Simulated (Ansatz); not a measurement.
**CH₅GeO radical: a ladder of functionals and wavefunction methods**

One table from this session's results is given with a row withheld; the runs are named, their logs left out.

Program: Ansatz 0.2.0, Gaussian basis. Level of theory: functionals in def2-TZVPP, the program's frozen cores in correlated methods. These are calculated values, not measurements.

Levels to be run: LDA (SPW92), PBE-D4, revPBE-D4, BLYP-D4, r2SCAN-D4, B97M-V, PBE0-D4, B3LYP-D4, r2SCANh-D4, r2SCAN0-D4, HSE06-D4, BHLYP-D4, CAM-B3LYP-D4, LC-ωPBE, ωB97X-V, ωB97M-V, B2PLYP, PBE-QIDH; CCSD(T)/def2-SVP; CCSD(T)/def2-TZVPP; MP2/def2-QZVPP; extrapolation to the limit; RPA on PBE.

### Structure used throughout

An earlier PBE0-D4 in a triple-zeta def2 set relaxation fixed the geometry.

SMILES `[CH2][GeH2][OH]`, 8 atoms, charge 0, spin multiplicity 2.

Atoms are counted from 1 here; the program's logs count them from 0.

Bond lengths: C1–Ge2 1.908 Å, C1–H4 1.084 Å, C1–H5 1.084 Å, Ge2–O3 1.784 Å, Ge2–H6 1.546 Å, Ge2–H7 1.546 Å, O3–H8 0.959 Å. Angles: Ge2–C1–H4 122.8°, Ge2–C1–H5 120.5°, H4–C1–H5 116.8°, C1–Ge2–O3 103.9°, C1–Ge2–H6 112.6°, C1–Ge2–H7 112.6°, O3–Ge2–H6 109.6°, O3–Ge2–H7 109.6°, H6–Ge2–H7 108.4°, Ge2–O3–H8 112.9°.

The first run:

The input, in.yaml:

```yaml
crystal:
  periodic: [false, false, false]
  atoms:
    - {symbol: C, position_ang: [-1.059320, 0.554327, -0.812359]}
    - {symbol: Ge, position_ang: [0.564355, 0.058264, 0.058304]}
    - {symbol: O, position_ang: [0.067669, -1.222834, 1.196746]}
    - {symbol: H, position_ang: [-1.102398, 1.313067, -1.585213]}
    - {symbol: H, position_ang: [-1.994787, 0.075673, -0.545291]}
    - {symbol: H, position_ang: [1.200540, 1.229586, 0.841997]}
    - {symbol: H, position_ang: [1.618112, -0.500436, -0.925521]}
    - {symbol: H, position_ang: [0.798127, -1.564747, 1.715637]}
basis:
  gaussian: {orbitals: def2-TZVPP}
magnetization: {spin_polarized: true, initial_magnetization: 1}
hamiltonian: {xc: lda}
output: {orbitals: {seedname: orbitals}}
```

The run is started by

```console
> ansatz run in.yaml --threads 4 --pin off --events-out ev --progress --plain --max-ram 10444MiB
```

Steps of the session up to this table: LDA; PBE-D4 (GGA); revPBE-D4 (GGA); BLYP-D4 (GGA); r2SCAN-D4 (meta-GGA); B97M-V (meta-GGA); B3LYP-D4 (hybrid); r2SCANh-D4 (hybrid); r2SCAN0-D4 (hybrid); HSE06-D4 (hybrid); BHLYP-D4 (hybrid); CAM-B3LYP-D4 (range-separated); LC-ωPBE (range-separated); ωB97X-V (range-separated); ωB97M-V (range-separated); B2PLYP (double hybrid); PBE-QIDH (double hybrid).

One table of the session follows, with a row left open; its other results are not shown here.

It belongs to the step «Frontier levels by functional». 

| functional | HOMO (eV) | LUMO (eV) | gap (eV) |
| --- | --- | --- | --- |
| LDA (SPW92) | ? | ? | ? |
| PBE-D4 | -5.58 | -3.39 | 2.18 |
| revPBE-D4 | -5.55 | -3.24 | 2.31 |
| BLYP-D4 | -5.37 | -3.41 | 1.95 |
| r2SCAN-D4 | -6.07 | -2.72 | 3.35 |
| B97M-V | -5.85 | -3.15 | 2.70 |
| PBE0-D4 | -6.97 | -2.15 | 4.82 |
| B3LYP-D4 | -6.63 | -2.61 | 4.01 |
| r2SCANh-D4 | -6.57 | -2.31 | 4.27 |
| r2SCAN0-D4 | -7.33 | -1.70 | 5.63 |
| HSE06-D4 | -6.56 | -2.54 | 4.02 |
| BHLYP-D4 | -8.15 | -1.05 | 7.09 |
| CAM-B3LYP-D4 | -8.28 | -1.15 | 7.13 |
| LC-ωPBE | -9.83 | 0.40 | 10.23 |
| ωB97X-V | -9.22 | -0.17 | 9.05 |
| ωB97M-V | -9.00 | -0.32 | 8.68 |

Q: Estimate the row for LDA (SPW92) from the others.

The run gave: HOMO (eV): -5.52; LUMO (eV): -3.97; gap (eV): 1.56. In the column «HOMO (eV)» it lies between revPBE-D4 (-5.55) and BLYP-D4 (-5.37).
